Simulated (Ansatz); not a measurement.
**CH6BNSSi: up Jacob's ladder to CCSD(T)**

How much do the methods differ for CH6BNSSi? The plan is to run it at one geometry with functionals of several rungs and with coupled cluster. The yardstick is the atomisation energy at the CCSD(T) limit.

The runs use Ansatz 0.2.0, Gaussian basis; functionals in def2-TZVPP, the program's frozen cores in correlated methods.

Levels to be run: PBE-D4, r2SCAN-D4, PBE0-D4, B3LYP-D4, ωB97X-V, ωB97M-V, B2PLYP; CCSD(T)/def2-TZVPP; MP2/def2-QZVPP; extrapolation to the limit.

### 1 The relaxed structure

An earlier PBE0-D4 in a triple-zeta def2 set relaxation fixed the geometry.

SMILES `[SiH3]C1NBS1`, 11 atoms, charge 0, spin multiplicity 1.

Atoms are counted from 1 here; the program's logs count them from 0.

Bond lengths: Si1–C2 1.889 Å, Si1–H6 1.485 Å, Si1–H7 1.483 Å, Si1–H8 1.491 Å, C2–N3 1.450 Å, C2–S5 1.849 Å, C2–H9 1.095 Å, N3–B4 1.398 Å, N3–H10 1.006 Å, B4–S5 1.831 Å, B4–H11 1.188 Å. Angles: C2–Si1–H6 109.6°, C2–Si1–H7 108.5°, C2–Si1–H8 109.4°, H6–Si1–H7 111.1°, H6–Si1–H8 108.8°, H7–Si1–H8 109.5°, Si1–C2–N3 114.9°, Si1–C2–S5 110.8°, Si1–C2–H9 113.3°, N3–C2–S5 92.2°, N3–C2–H9 113.6°, S5–C2–H9 110.2°, C2–N3–B4 100.1°, C2–N3–H10 124.1°, B4–N3–H10 135.6°, N3–B4–S5 94.8°, N3–B4–H11 132.2°, S5–B4–H11 133.1° and more.

Geometry (Å):

```xyz
11
charge 0, multiplicity 1
Si   -1.24065    0.30341    1.04387
C     0.48457    0.41083    0.28275
N     0.93830   -0.79993   -0.37309
B     0.95884   -0.36700   -1.70192
S     0.44092    1.34501   -1.31214
H    -1.67846    1.65508    1.47686
H    -2.16719   -0.25831    0.03198
H    -1.20051   -0.59333    2.23452
H     1.22797    0.84818    0.95693
H     1.08948   -1.67501    0.09950
H     1.21202   -0.92595   -2.71886
```

### 2 PBE-D4 (GGA)

in.yaml reads:

```yaml
crystal:
  periodic: [false, false, false]
  atoms:
    - {symbol: Si, position_ang: [-1.240651, 0.303414, 1.043874]}
    - {symbol: C, position_ang: [0.484566, 0.410831, 0.282749]}
    - {symbol: N, position_ang: [0.938296, -0.799927, -0.373093]}
    - {symbol: B, position_ang: [0.958845, -0.366997, -1.701924]}
    - {symbol: S, position_ang: [0.440920, 1.345008, -1.312142]}
    - {symbol: H, position_ang: [-1.678455, 1.655085, 1.476860]}
    - {symbol: H, position_ang: [-2.167189, -0.258305, 0.031978]}
    - {symbol: H, position_ang: [-1.200506, -0.593331, 2.234519]}
    - {symbol: H, position_ang: [1.227974, 0.848177, 0.956934]}
    - {symbol: H, position_ang: [1.089480, -1.675008, 0.099501]}
    - {symbol: H, position_ang: [1.212022, -0.925945, -2.718856]}
basis:
  gaussian: {orbitals: def2-TZVPP}
hamiltonian: {xc: pbe, dispersion: d4}
output: {forces: true, orbitals: {seedname: orbitals}}
```

Command:

```sh
ansatz run in.yaml --threads 4 --pin off --events-out ev --progress --plain --max-ram 10444MiB
```

Further steps of the session: r2SCAN-D4 (meta-GGA); PBE0-D4 (hybrid); B3LYP-D4 (hybrid); ωB97X-V (range-separated); ωB97M-V (range-separated); B2PLYP (double hybrid); CCSD(T) in def2-TZVPP; MP2 in def2-QZVPP.

Q: Predict the results of all the runs planned. Wanted: atomisation energy, CCSD(T)/CBS; farthest; mean size of error, hybrid; mean size of error, range-separated; gap, smallest and largest; T1 diagnostic; triples share of the correlation energy.

The runs gave:

| quantity | value |
| --- | --- |
| atomisation energy, CCSD(T)/CBS | 40.514 eV |
| functionals within 0.203 eV (0.5 %) | B3LYP-D4 |
| farthest | PBE-D4 (+0.987 eV) |
| mean size of error, hybrid | 0.249 eV |
| mean size of error, range-separated | 0.409 eV |
| gap, smallest and largest | 4.86 eV (PBE-D4), 11.36 eV (ωB97X-V) |
| T1 diagnostic | 0.0144 |
| triples share of the correlation energy | 4.4 % |

PBE-D4 is off by +0.987 eV. Double hybrids carry the basis error of their MP2 part in triple zeta, and no dispersion term here, so their miss is partly the set-up's. Misses under about 0.203 eV are within the doubt on the reference itself, which lacks core-valence correlation, relativity and higher excitations. Hartree-Fock recovers 72 % of the binding; the rest is correlation. The gap grows from 4.9 to 11.4 eV across the functionals, mostly with the share of exact exchange.
